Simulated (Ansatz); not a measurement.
# K+ with CH₃F: superposition error and deformation, part 2 of 2

Ansatz 0.2.0, Gaussian basis. Earlier steps stand in the parts before.

**11. B3LYP-D4/def2-TZVPPD**

File free-b/in.yaml:

```yaml
crystal:
  periodic: [false, false, false]
  atoms:
    - {symbol: C, position_ang: [0.034476, 0.007532, 0.703178]}
    - {symbol: F, position_ang: [-0.033485, -0.007166, -0.671380]}
    - {symbol: H, position_ang: [1.030508, -0.314863, 1.015063]}
    - {symbol: H, position_ang: [-0.718813, -0.673696, 1.105387]}
    - {symbol: H, position_ang: [-0.155349, 1.022602, 1.059388]}
basis:
  gaussian: {orbitals: "def2-TZVPPD.json"}
hamiltonian: {xc: {name: B3LYP}, dispersion: d4}
```

Run with:

```sh
$ ansatz run in.yaml --threads 2 --pin off --events-out ev --progress --plain --max-ram 5222MiB
```

Output, shortened:

```text
Functional definition: B3LYP
  name "B3LYP"
  cite "Stephens, Devlin, Chabalowski & Frisch, J. Phys. Chem. 98, 11623 (1994) doi:10.1021/j100096a001"
  cite "Becke, Phys. Rev. A 38, 3098 (1988) doi:10.1103/PhysRevA.38.3098"
  cite "Lee, Yang & Parr, Phys. Rev. B 37, 785 (1988) doi:10.1103/PhysRevB.37.785"
  cite "Vosko, Wilk & Nusair, Can. J. Phys. 58, 1200 (1980) doi:10.1139/p80-159"
[...]
548 factors; their error is unknown
[...]
mean field -3804.41691240 eV, -139.8097428042 hartree, gradient 6.6e-5 eV, S^2 0.000000; 0 other end points of the search recorded, 0 dependent functions left out
reference -3804.41712517 eV, -139.8097506236 hartree; 9, 9 occupied and 119, 119 virtual orbitals, 548 factors
Total energy: -3804.46285975 eV, -139.8114313384 hartree
```

Wall time 0.8 s (2 threads of Arm Neoverse V2, shared host).

**12. wB97X-V/def2-TZVPPD**

Changes to free-b/in.yaml since step 11:

```diff
@@ -10,2 +10,2 @@
   gaussian: {orbitals: "def2-TZVPPD.json"}
-hamiltonian: {xc: {name: B3LYP}, dispersion: d4}
+hamiltonian: {xc: {name: wB97X-V}}
```

Run with:

```sh
$ ansatz run in.yaml --threads 2 --pin off --events-out ev --progress --plain --max-ram 5222MiB
```

Output, shortened:

```text
Functional definition: wB97X-V
  name "wB97X-V"
  cite "Mardirossian & Head-Gordon, Phys. Chem. Chem. Phys. 16, 9904 (2014) doi:10.1039/C3CP54374A"
  cite "Becke, J. Chem. Phys. 107, 8554 (1997) doi:10.1063/1.475007"
  cite "Vydrov & Van Voorhis, J. Chem. Phys. 133, 244103 (2010) doi:10.1063/1.3521275"
[...]
      + integral(e_c_pw_opposite_spin*poly(b97_u_opposite, cos0, cos1)) + vv10(b, c)
548 factors; their error is unknown
177 factors; integrals over basis functions are off by at most 2.6e-5 eV
[...]
mean field -3802.96647042 eV, -139.7564400448 hartree, gradient 7.5e-5 eV, S^2 0.000000; 0 other end points of the search recorded, 0 dependent functions left out
reference -3802.96646857 eV, -139.7564399766 hartree; 9, 9 occupied and 119, 119 virtual orbitals, 548 factors
Total energy: -3802.96646857 eV, -139.7564399766 hartree
```

It took 2 s on 2 threads of Arm Neoverse V2, shared host.

**13. wB97M-V/def2-TZVPPD**

Changes to free-b/in.yaml since step 12:

```diff
@@ -10,2 +10,2 @@
   gaussian: {orbitals: "def2-TZVPPD.json"}
-hamiltonian: {xc: {name: wB97X-V}}
+hamiltonian: {xc: {name: wB97M-V}}
```

Run with:

```sh
$ ansatz run in.yaml --threads 2 --pin off --events-out ev --progress --plain --max-ram 5222MiB
```

Output, shortened:

```text
Functional definition: wB97M-V
  name "wB97M-V"
  cite "Mardirossian & Head-Gordon, J. Chem. Phys. 144, 214110 (2016) doi:10.1063/1.4952647"
  cite "Becke, J. Chem. Phys. 107, 8554 (1997) doi:10.1063/1.475007"
  cite "Vydrov & Van Voorhis, J. Chem. Phys. 133, 244103 (2010) doi:10.1063/1.3521275"
  # Of w^i u^j: cxij and so on, Table III.
[...]
  gx(w, u) = 1 - cx + cx01*u + cx10*w
  gss(w, u) = css00 + css04*u^4 + css10*w + css20*w^2 + css43*w^4*u^3
  gos(w, u) = cos00 + cos10*w + (cos20 + cos21*u)*w^2 + (cos60 + cos61*u)*w^6
[...]
      + integral(e_c_pw_mod_opposite_spin*gos(b97_w_opposite, b97_u_opposite)) + vv10(b, c)
548 factors; their error is unknown
177 factors; integrals over basis functions are off by at most 2.6e-5 eV
[...]
mean field -3802.77167051 eV, -139.7492812800 hartree, gradient 1.3e-5 eV, S^2 0.000000; 0 other end points of the search recorded, 0 dependent functions left out
reference -3802.77171691 eV, -139.7492829851 hartree; 9, 9 occupied and 119, 119 virtual orbitals, 548 factors
Total energy: -3802.77171691 eV, -139.7492829851 hartree
```

It took 2.2 s on 2 threads of Arm Neoverse V2, shared host.

**14. B2PLYP/def2-TZVPPD**

Changes to free-b/in.yaml since step 13:

```diff
@@ -10,2 +10,2 @@
   gaussian: {orbitals: "def2-TZVPPD.json"}
-hamiltonian: {xc: {name: wB97M-V}}
+hamiltonian: {xc: {name: B2PLYP}}
```

Run with:

```sh
$ ansatz run in.yaml --threads 2 --pin off --events-out ev --progress --plain --max-ram 5222MiB
```

Output, shortened:

```text
Functional definition: B2PLYP
  name "B2PLYP"
  cite "Grimme, J. Chem. Phys. 124, 034108 (2006) doi:10.1063/1.2148954"
  cite "Becke, Phys. Rev. A 38, 3098 (1988) doi:10.1103/PhysRevA.38.3098"
  cite "Lee, Yang & Parr, Phys. Rev. B 37, 785 (1988) doi:10.1103/PhysRevB.37.785"
[...]
753 factors; integrals over basis functions are off by at most 1.1e-3 eV
[...]
mean field -3797.95752418 eV, -139.5723646654 hartree, gradient 3.7e-6 eV, S^2 0.000000; 0 other end points of the search recorded, 0 dependent functions left out
2 core orbitals not correlated: weight in the atoms' cores, before any rotation towards them, 1.000 or more for the frozen orbitals, at most 0.000 for the correlated occupied ones
reference -3797.95765002 eV, -139.5723692902 hartree; 7, 7 occupied and 119, 119 virtual orbitals, 753 factors
second order -14.05508313 eV of doubles, -0.00000000 eV of singles
Total energy: -3801.75252247 eV, -139.7118282803 hartree
```

Run time: 1.2 s. Hardware: 2 threads of Arm Neoverse V2, shared host.

**15. BLYP-D4/def2-TZVPPD**

Changes to free-b/in.yaml since step 14:

```diff
@@ -10,2 +10,2 @@
   gaussian: {orbitals: "def2-TZVPPD.json"}
-hamiltonian: {xc: {name: B2PLYP}}
+hamiltonian: {xc: {name: BLYP}, dispersion: d4}
```

Run with:

```sh
$ ansatz run in.yaml --threads 2 --pin off --events-out ev --progress --plain --max-ram 5222MiB
```

Output:

```text
Functional definition: BLYP
  name "BLYP"
  cite "Becke, Phys. Rev. A 38, 3098 (1988) doi:10.1103/PhysRevA.38.3098"
  cite "Lee, Yang & Parr, Phys. Rev. B 37, 785 (1988) doi:10.1103/PhysRevB.37.785"
  parameter beta = 0.0042
  parameter a = 0.04918
  parameter b = 0.132
  parameter c = 0.2533
  parameter d = 0.349
  exchange = b88_x(beta = beta)
  correlation = lyp_c(a = a, b = b, c = c, d = d)
548 factors; their error is unknown
mean field evaluation 1: about -3799.1762 eV, gradient 4.4e1 eV
mean field evaluation 2: about -3795.0574 eV, gradient 6.0e1 eV
mean field evaluation 4: about -3803.4132 eV, gradient 5.3e0 eV
mean field evaluation 8: about -3803.4340 eV, gradient 4.6e-2 eV
mean field -3803.43405100 eV, -139.7736233142 hartree, gradient 3.0e-5 eV, S^2 0.000000; 0 other end points of the search recorded, 0 dependent functions left out
reference -3803.43434687 eV, -139.7736341871 hartree; 9, 9 occupied and 119, 119 virtual orbitals, 548 factors
Total energy: -3803.50281367 eV, -139.7761502956 hartree
```

Run time: 0.7 s. Hardware: 2 threads of Arm Neoverse V2, shared host.

**16. revPBE-D4/def2-TZVPPD**

Changes to free-b/in.yaml since step 15:

```diff
@@ -10,2 +10,2 @@
   gaussian: {orbitals: "def2-TZVPPD.json"}
-hamiltonian: {xc: {name: BLYP}, dispersion: d4}
+hamiltonian: {xc: {name: revPBE}, dispersion: d4}
```

Run with:

```sh
$ ansatz run in.yaml --threads 2 --pin off --events-out ev --progress --plain --max-ram 5222MiB
```

Output:

```text
Functional definition: revPBE
  name "revPBE"
  cite "Zhang & Yang, Phys. Rev. Lett. 80, 890 (1998) doi:10.1103/PhysRevLett.80.890"
  cite "Perdew, Burke & Ernzerhof, Phys. Rev. Lett. 77, 3865 (1996) doi:10.1103/PhysRevLett.77.3865"
  parameter kappa = 1.245
  parameter beta = 0.06672455060314922
  exchange = pbe_x(kappa = kappa, mu = beta*pi^2/3)
  correlation = pbe_c(beta = beta)
548 factors; their error is unknown
mean field evaluation 1: about -3799.4065 eV, gradient 4.1e1 eV
mean field evaluation 2: about -3796.5967 eV, gradient 5.2e1 eV
mean field evaluation 4: about -3803.0114 eV, gradient 3.7e0 eV
mean field evaluation 8: about -3803.0130 eV, gradient 4.6e-2 eV
mean field -3803.01298403 eV, -139.7581493882 hartree, gradient 4.7e-5 eV, S^2 0.000000; 0 other end points of the search recorded, 0 dependent functions left out
reference -3803.01303558 eV, -139.7581512827 hartree; 9, 9 occupied and 119, 119 virtual orbitals, 548 factors
Total energy: -3803.14042770 eV, -139.7628328567 hartree
```

Run time: 0.6 s. Hardware: 2 threads of Arm Neoverse V2, shared host.

**17. B97M-V/def2-TZVPPD**

Changes to free-b/in.yaml since step 16:

```diff
@@ -10,2 +10,2 @@
   gaussian: {orbitals: "def2-TZVPPD.json"}
-hamiltonian: {xc: {name: revPBE}, dispersion: d4}
+hamiltonian: {xc: {name: B97M-V}}
```

Run with:

```sh
$ ansatz run in.yaml --threads 2 --pin off --events-out ev --progress --plain --max-ram 5222MiB
```

Output, shortened:

```text
Functional definition: B97M-V
  name "B97M-V"
  cite "Mardirossian & Head-Gordon, J. Chem. Phys. 142, 074111 (2015) doi:10.1063/1.4907719"
  cite "Becke, J. Chem. Phys. 107, 8554 (1997) doi:10.1063/1.475007"
  cite "Vydrov & Van Voorhis, J. Chem. Phys. 133, 244103 (2010) doi:10.1063/1.3521275"
  # Of w^i u^j: cxij and so on, Table III.
[...]
  gx(w, u) = cx00 + cx01*u + cx02*u^2 + (cx10 + cx11*u)*w
  gss(w, u) = css00 + css02*u^2 + css10*w + (css32*w^3 + css42*w^4)*u^2
  gos(w, u) = cos00 + cos01*u + cos03*u^3 + cos10*w + cos32*w^3*u^2
[...]
      + integral(e_c_pw_mod_opposite_spin*gos(b97_w_opposite, b97_u_opposite)) + vv10(b, c)
548 factors; their error is unknown
[...]
mean field -3803.19187583 eV, -139.7647235405 hartree, gradient 2.5e-5 eV, S^2 0.000000; 0 other end points of the search recorded, 0 dependent functions left out
reference -3803.19193082 eV, -139.7647255617 hartree; 9, 9 occupied and 119, 119 virtual orbitals, 548 factors
Total energy: -3803.19193082 eV, -139.7647255617 hartree
```

Wall time 2.4 s (2 threads of Arm Neoverse V2, shared host).

**18. HSE06-D4/def2-TZVPPD**

Changes to free-b/in.yaml since step 17:

```diff
@@ -10,2 +10,2 @@
   gaussian: {orbitals: "def2-TZVPPD.json"}
-hamiltonian: {xc: {name: B97M-V}}
+hamiltonian: {xc: hse06, dispersion: d4}
```

Run with:

```sh
$ ansatz run in.yaml --threads 2 --pin off --events-out ev --progress --plain --max-ram 5222MiB
```

Output, shortened:

```text
Functional definition: HSE06
  name "HSE06"
  cite "Heyd, Scuseria & Ernzerhof, J. Chem. Phys. 118, 8207 (2003) doi:10.1063/1.1564060"
  cite "Krukau, Vydrov, Izmaylov & Scuseria, J. Chem. Phys. 125, 224106 (2006) doi:10.1063/1.2404663"
  cite "Heyd & Scuseria, J. Chem. Phys. 120, 7274 (2004) doi:10.1063/1.1668634"
  cite "Ernzerhof & Perdew, J. Chem. Phys. 109, 3313 (1998) doi:10.1063/1.476928"
  cite "Perdew, Burke & Ernzerhof, Phys. Rev. Lett. 77, 3865 (1996) doi:10.1103/PhysRevLett.77.3865"
  parent pbe
[...]
  # The whole range is PBE's own exchange, as in plane waves. The composition of these papers is wPBEh.
[...]
548 factors; their error is unknown
55 factors; integrals over basis functions are off by at most 4.3e-6 eV
[...]
mean field -3800.06201616 eV, -139.6497033192 hartree, gradient 2.0e-5 eV, S^2 0.000000; 0 other end points of the search recorded, 0 dependent functions left out
reference -3800.06205455 eV, -139.6497047303 hartree; 9, 9 occupied and 119, 119 virtual orbitals, 548 factors
Total energy: -3800.08291524 eV, -139.6504713462 hartree
```

Run time: 0.8 s. Hardware: 2 threads of Arm Neoverse V2, shared host.

**19. CCSD(T)/def2-TZVPPD**

Changes to free-b/in.yaml since step 18:

```diff
@@ -10,2 +10,2 @@
   gaussian: {orbitals: "def2-TZVPPD.json"}
-hamiltonian: {xc: hse06, dispersion: d4}
+correlation: {method: ccsd_t}
```

Run with:

```sh
$ ansatz run in.yaml --threads 2 --pin off --events-out ev --progress --plain --max-ram 5222MiB
```

Output, shortened:

```text
Functional definition: HF
  name "HF"
  cite "Fock, Z. Phys. 61, 126 (1930) doi:10.1007/BF01340294"
  parent pbe
[...]
753 factors; integrals over basis functions are off by at most 1.1e-3 eV
[...]
mean field -3785.18848466 eV, -139.1031111184 hartree, gradient 1.2e-6 eV, S^2 0.000000; 0 other end points of the search recorded, 0 dependent functions left out
2 core orbitals not correlated: weight in the atoms' cores, before any rotation towards them, 1.000 or more for the frozen orbitals, at most 0.000 for the correlated occupied ones
reference -3785.18848466 eV, -139.1031111184 hartree; 7, 7 occupied and 119, 119 virtual orbitals, 753 factors
second order -11.83512292 eV of doubles, -0.00000000 eV of singles
cycle   1  -11.97856278 eV  change   -1.4e-1 eV  update   6.6e-2
[...]
cycle   9  -12.28480515 eV  change   -1.3e-6 eV  update   4.7e-6
perturbative correction -0.36658077 eV, -0.0134715946 hartree
Total energy: -3797.83987058 eV, -139.5680409754 hartree
```

Wall time 2.2 s (2 threads of Arm Neoverse V2, shared host); peak memory 0.49 GiB.

**20. The split**

```csv
method,interaction with counterpoise (kJ/mol),without,superposition error,deformation,binding energy
PBE-D4,-62.71,-63.74,1.03,0.14,-62.56
revPBE-D4,-58.54,-59.49,0.96,-0.49,-59.03
BLYP-D4,-63.79,-65.01,1.22,-1.34,-65.13
r2SCAN-D4,-64.00,-64.71,0.71,0.82,-63.18
B97M-V,-63.75,-64.32,0.57,1.66,-62.10
PBE0-D4,-65.12,-65.88,0.77,2.11,-63.00
B3LYP-D4,-66.92,-67.88,0.95,0.56,-66.37
HSE06-D4,-65.06,-65.82,0.76,2.14,-62.92
wB97X-V,-65.48,-66.29,0.82,1.03,-64.45
wB97M-V,-65.26,-65.91,0.65,1.01,-64.25
B2PLYP,-64.51,-66.18,1.68,0.61,-63.89
Hartree-Fock,-65.79,-66.18,0.38,3.85,-61.94
MP2,-63.56,-67.52,3.96,0.90,-62.65
CCSD,-63.67,-67.86,4.20,1.54,-62.13
CCSD(T),-63.05,-67.39,4.33,0.89,-62.16
```

**21. Outcome**

This closing draws on all 2 parts.

```
            quantity          value
interaction, CCSD(T)  -63.05 kJ/mol
 superposition error    4.33 kJ/mol
         deformation    0.89 kJ/mol
      binding energy  -62.16 kJ/mol
```

In words: In this basis the superposition error is 4.33 kJ/mol for CCSD(T) and 0.85 kJ/mol on average for the plain functionals: correlated methods borrow far more, since they need many more functions to converge. Deformation takes back 1 % of the interaction. The free shapes are PBE0-D4 minima, so other methods can show a small negative deformation energy.
